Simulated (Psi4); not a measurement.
# One shape, several levels: Si2H4F2 (SMILES F[SiH2][SiH2]F)

Wanted: a comparison of 6 runs (HF/STO-3G, HF/3-21G, B3LYP/6-31G*, HSE06/6-31G*, TPSSh/6-31G*, MP3/6-31G*) of Si2H4F2. 

The results are computed with Psi4 1.11.

1 further run of the same task is left out (set aside as unsound or not needed).

**1. The structure to begin with**

Si2H4F2 has 8 atoms, charge 0, and is taken as a singlet. As SMILES, `F[SiH2][SiH2]F`. The Si3–H8 distance was set to 1.708 Å, away from the relaxed value.

Bond lengths: F1–Si2 1.605 Å, Si2–Si3 2.350 Å, Si3–F4 1.605 Å, Si2–H5 1.485 Å, Si2–H6 1.487 Å, Si3–H7 1.487 Å. Angles: F1–Si2–Si3 110.4°, Si2–Si3–F4 110.4°, F1–Si2–H5 108.0°, F1–Si2–H6 108.1°, Si3–Si2–H5 111.7°, Si3–Si2–H6 109.2°, Si2–Si3–H7 109.2°, F4–Si3–H7 108.1°, H5–Si2–H6 109.3°. A long bond or contact: Si3–H8 1.708 Å.

**2. Energy and gradient at HF/STO-3G (run 1)**

input.inp

```
memory 2200 mb

molecule {
  0 1
  F     -1.809470     1.330620    -0.409878
  Si    -0.232470     1.252920    -0.122978
  Si     0.483930    -0.984780    -0.091278
  F      0.406330    -1.617180    -1.564178
  H      0.465430     2.039020    -1.172378
  H      0.025530     1.868520     1.206222
  H      1.900130    -1.039180     0.360022
  H     -0.477100    -1.941900     0.946800
  symmetry c1
  no_reorient
  no_com
}

set basis STO-3G
set reference rhf
set puream true
set e_convergence 1e-09
set d_convergence 1e-08
set scf_type pk

result = gradient("hf")
```

Launch:

```console
psi4 -n 1 input.inp input.out
```

input.out:

```text
[...]
  Running in c1 symmetry.
[...]
  Nuclear repulsion =  220.650989342530494
[...]
  Multiplicity = 1
[...]
  Nalpha       = 25
  Nbeta        = 25
[...]
    Number of basis functions: 32
[...]
   @RHF iter   1:  -769.51783753971733   -2.76285e+00   9.41811e-03 DIIS/ADIIS
[...]
   @RHF iter  10:  -769.61285234596141   -2.27374e-13   3.20760e-09 DIIS
[...]
  @RHF Final Energy:  -769.61285234596141
   => Energetics <=
    Nuclear Repulsion Energy =            220.6509893425304938
    One-Electron Energy =               -1516.8685092090272519
    Two-Electron Energy =                 526.6046675205353722
    Total Energy =                       -769.6128523459614144
[...]
 Multipole Moments:
 ------------------------------------------------------------------------------------
     Multipole            Electronic (a.u.)      Nuclear  (a.u.)        Total (a.u.)
 ------------------------------------------------------------------------------------
 L = 1.  Multiply by 2.5417464519 to convert [e a0] to [Debye]
 Dipole X            :         14.0135951          -13.5943685            0.4192266
 Dipole Y            :         -3.7901372            3.9710327            0.1808955
 Dipole Z            :         37.0555708          -36.7087275            0.3468434
 Magnitude           :                                                    0.5733886
[...]
  -Total Gradient:
     Atom            X                  Y                   Z
    ------   -----------------  -----------------  -----------------
       1        0.020012454272    -0.002561304722     0.003602707650
       2       -0.044416563095     0.003313260473    -0.012385231120
       3        0.032333005385     0.015958497823    -0.081855183363
       4        0.000661743296     0.009716577549     0.016489137294
       5        0.013300392129     0.015747518642    -0.022475554041
       6        0.004658798203     0.011113242779     0.028997205854
       7        0.029776029018     0.001580360418     0.008088246104
       8       -0.056325859204    -0.054868152958     0.059538671623
[...]
```

Wall time 1.8 s (1 thread of Intel Xeon Platinum 8488C (Sapphire Rapids), shared host); peak memory 0.18 GiB.

**3. A single-point energy at HF/3-21G (run 2)**

job.json

```json
{
 "schema_name": "qcschema_input",
 "schema_version": 1,
 "molecule": {
  "schema_name": "qcschema_molecule",
  "schema_version": 2,
  "symbols": ["F", "Si", "Si", "F", "H", "H", "H", "H"],
  "geometry": [-3.41940273, 2.51450738, -0.77455716, -0.43930463, 2.36767566, -0.23239474, 0.91449516, -1.86096449, -0.17249042, 0.76785242, -3.05602729, -2.95586803, 0.87953523, 3.85318936, -2.21547333, 0.04824471, 3.53099106, 2.27942923, 3.5907253, -1.96376559, 0.68034298, -0.90158833, -3.66965916, 1.78919269],
  "molecular_charge": 0,
  "molecular_multiplicity": 1,
  "fix_symmetry": "c1",
  "fix_com": true,
  "fix_orientation": true
 },
 "driver": "energy",
 "model": {
  "method": "hf",
  "basis": "3-21G"
 },
 "keywords": {
  "puream": true,
  "e_convergence": 1e-09,
  "d_convergence": 1e-08,
  "scf_type": "pk",
  "scf_properties": ["DIPOLE", "LOWDIN_CHARGES", "WIBERG_LOWDIN_INDICES"]
 }
}
```

Launch:

```console
psi4 --qcschema job.json -n 1 --memory 2200MB
```

stdout:

```text
[...]
  Running in c1 symmetry.
[...]
  Nuclear repulsion =  220.650989466350893
[...]
  Multiplicity = 1
[...]
  Nalpha       = 25
  Nbeta        = 25
[...]
    Number of basis functions: 52
[...]
   @RHF iter   1:  -774.92260566153618   -1.05460e+00   7.57436e-03 DIIS/ADIIS
[...]
   @RHF iter  10:  -774.99072165756820   -3.86535e-12   7.79327e-09 DIIS
[...]
    Orbital Energies [Eh]
    ---------------------
    Doubly Occupied:
       1A    -68.369309     2A    -68.358154     3A    -26.142227
       4A    -26.139097     5A     -6.176602     6A     -6.168703
       7A     -4.272722     8A     -4.272180     9A     -4.271291
      10A     -4.264599    11A     -4.264050    12A     -4.263894
      13A     -1.568760    14A     -1.565812    15A     -0.798962
      16A     -0.736645    17A     -0.653742    18A     -0.649106
      19A     -0.645787    20A     -0.639442    21A     -0.627956
      22A     -0.589334    23A     -0.498058    24A     -0.474241
      25A     -0.416798
[...]
  @RHF Final Energy:  -774.99072165756820
   => Energetics <=
    Nuclear Repulsion Energy =            220.6509894663508931
    One-Electron Energy =               -1517.6284781512913469
    Two-Electron Energy =                 521.9867670273722524
    Total Energy =                       -774.9907216575682014
[...]
 Multipole Moments:
 ------------------------------------------------------------------------------------
     Multipole            Electronic (a.u.)      Nuclear  (a.u.)        Total (a.u.)
 ------------------------------------------------------------------------------------
 L = 1.  Multiply by 2.5417464519 to convert [e a0] to [Debye]
 Dipole X            :         14.3530407          -13.5943685            0.7586722
 Dipole Y            :         -3.6342391            3.9710329            0.3367937
 Dipole Z            :         37.3517572          -36.7087274            0.6430298
 Magnitude           :                                                    1.0500004
[...]
```

The result, in JSON:

```text
{
 "driver": "energy",
 "model": {
  "method": "hf",
  "basis": "3-21G"
 },
 "success": true,
 "return_result": -774.9907216575682,
 "properties": {
  "calcinfo_nbasis": 52,
  "calcinfo_nmo": 52,
  "calcinfo_nalpha": 25,
  "calcinfo_nbeta": 25,
  "calcinfo_natom": 8,
  "nuclear_repulsion_energy": 220.6509894663509,
  "return_energy": -774.9907216575682,
  "scf_one_electron_energy": -1517.6284781512913,
  "scf_two_electron_energy": 521.9867670273723,
  "scf_dipole_moment": [0.7586722163501811, 0.33679373646821986, 0.643029803863719],
  "scf_total_energy": -774.9907216575682,
  "scf_iterations": 10
 }
}
```

Run time: 1.7 s. Hardware: 1 thread of Intel Xeon Platinum 8488C (Sapphire Rapids), shared host; peak memory 0.19 GiB.

Runs 3 to 5 aren't shown in full; the table further down has their settings and results.

**4. A single-point energy at MP3/6-31G(d) (spherical functions) (run 6)**

f2h4si2.xyz

```xyz
8
F2H4Si2
F     -1.809470     1.330620    -0.409878
Si    -0.232470     1.252920    -0.122978
Si     0.483930    -0.984780    -0.091278
F      0.406330    -1.617180    -1.564178
H      0.465430     2.039020    -1.172378
H      0.025530     1.868520     1.206222
H      1.900130    -1.039180     0.360022
H     -0.477100    -1.941900     0.946800
```

f2h4si2_ase.py

```python
import numpy as np
from ase.calculators.psi4 import Psi4
from ase.io import read

a = read('f2h4si2.xyz')
calc = Psi4(atoms=a, method='mp3', basis='6-31G*', memory='2200MB', num_threads=1, charge=0, multiplicity=1, label='calc')
calc.psi4.set_options({'puream': True, 'e_convergence': 1e-09, 'd_convergence': 1e-08, 'scf_type': 'pk', 'num_frozen_docc': 12, 'mp_type': 'conv'})
a.calc = calc

print(f'energy: {a.get_potential_energy():.6f} eV')
```

Launch:

```console
python f2h4si2_ase.py
```

calc.dat:

```text
[...]
  Running in c1 symmetry.
[...]
  Nuclear repulsion =  220.650989342530465
[...]
  Multiplicity = 1
[...]
  Nalpha       = 25
  Nbeta        = 25
[...]
    Number of basis functions: 72
[...]
   @RHF iter   1:  -779.04519306473003   -1.06817e+00   5.63946e-03 DIIS/ADIIS
[...]
   @RHF iter  11:  -779.12552842998923   -6.82121e-13   2.51124e-09 DIIS
[...]
    Orbital Energies [Eh]
    ---------------------
    Doubly Occupied:
       1A    -68.826338     2A    -68.813294     3A    -26.290691
       4A    -26.287222     5A     -6.181104     6A     -6.171702
       7A     -4.287949     8A     -4.286366     9A     -4.286055
      10A     -4.278352    11A     -4.276944    12A     -4.276669
      13A     -1.586125    14A     -1.583090    15A     -0.791708
      16A     -0.751287    17A     -0.671292    18A     -0.667519
      19A     -0.665195    20A     -0.661740    21A     -0.645960
      22A     -0.595183    23A     -0.497227    24A     -0.472591
      25A     -0.416445
[...]
  @RHF Final Energy:  -779.12552842998923
   => Energetics <=
    Nuclear Repulsion Energy =            220.6509893425304654
    One-Electron Energy =               -1523.0169405945598555
    Two-Electron Energy =                 523.2404228220401592
    Total Energy =                       -779.1255284299892310
[...]
 Multipole Moments:
 ------------------------------------------------------------------------------------
     Multipole            Electronic (a.u.)      Nuclear  (a.u.)        Total (a.u.)
 ------------------------------------------------------------------------------------
 L = 1.  Multiply by 2.5417464519 to convert [e a0] to [Debye]
 Dipole X            :         -2.8142201            3.4677683            0.6535482
 Dipole Y            :         -0.7713870            1.0864901            0.3151031
 Dipole Z            :         -3.4401175            3.9345953            0.4944777
 Magnitude           :                                                    0.8780224
[...]
	SCS-MP2 Total Energy (a.u.)        :  -779.61577476456455
	SOS-MP2 Total Energy (a.u.)        :  -779.61167399161900
[...]
	SOS-PI-MP2 Total Energy (a.u.)     :  -779.64906980405203
[...]
	MP2 Total Energy (a.u.)            :  -779.62397631045542
[...]
	SCS-MP3 Total Energy (a.u.)        :  -779.62028721405568
[...]
	MP3 Total Energy (a.u.)            :  -779.64202610841971
[...]
```

Standard output:

```text
energy: -21215.140133 eV
```

Run time: 4.5 s. Hardware: 1 thread of Intel Xeon Platinum 8488C (Sapphire Rapids), shared host; peak memory 0.38 GiB.

**5. Overview of the runs**

| run | level | task | integration grid | energy (Eh) | dipole moment (D) | HOMO energy (eV) | LUMO energy (eV) | wall time |
| --- | --- | --- | --- | --- | --- | --- | --- | --- |
| 1 | HF/STO-3G | gradient | – | -769.612852 | 1.46 | -8.14 | 9.61 | 1.8 s |
| 2 | HF/3-21G | energy | – | -774.990722 | 2.67 | -11.34 | 2.88 | 1.7 s |
| 3 | B3LYP/6-31G* (spherical functions) | gradient | 99 radial × 590 angular | -781.155798 | 1.88 | -8.05 | -0.81 | 15 s |
| 4 | HSE06/6-31G* (spherical functions) | energy | 99 radial × 590 angular | -780.726603 | 1.92 | -7.90 | -1.02 | 31 s |
| 5 | TPSSh/6-31G* (spherical functions) | gradient | 99 radial × 590 angular | -781.147349 | 1.77 | -7.71 | -0.99 | 32 s |
| 6 | MP3/6-31G* (spherical functions) | energy | – | -779.642026 | – | -11.33 | 2.59 | 4.5 s |

**6. Outcome**

```
                                           quantity          value
                                run 6: total energy  -779.64203 Eh
         run 6: HOMO energy (Hartree–Fock orbitals)      -11.33 eV
         run 6: LUMO energy (Hartree–Fock orbitals)        2.59 eV
       run 6: HOMO–LUMO gap (Hartree–Fock orbitals)       13.92 eV
run 6: correlation energy (12 core orbitals frozen)     -516.5 mEh
```

Over runs 1, 2, 3, 4, 5 the dipole moment (its size) runs from 1.46 D (HF/STO-3G) to 2.67 D (HF/3-21G). Over runs 1, 2, 3, 4, 5 the HOMO–LUMO gap runs from 6.72 eV (TPSSh/6-31G*) to 17.76 eV (HF/STO-3G). The two ends differ in method and basis. Totals of different functionals can't be ranked against each other. In run 1 the basis is minimal, so the values are rough. All runs together took 86 s, the longest 32 s.
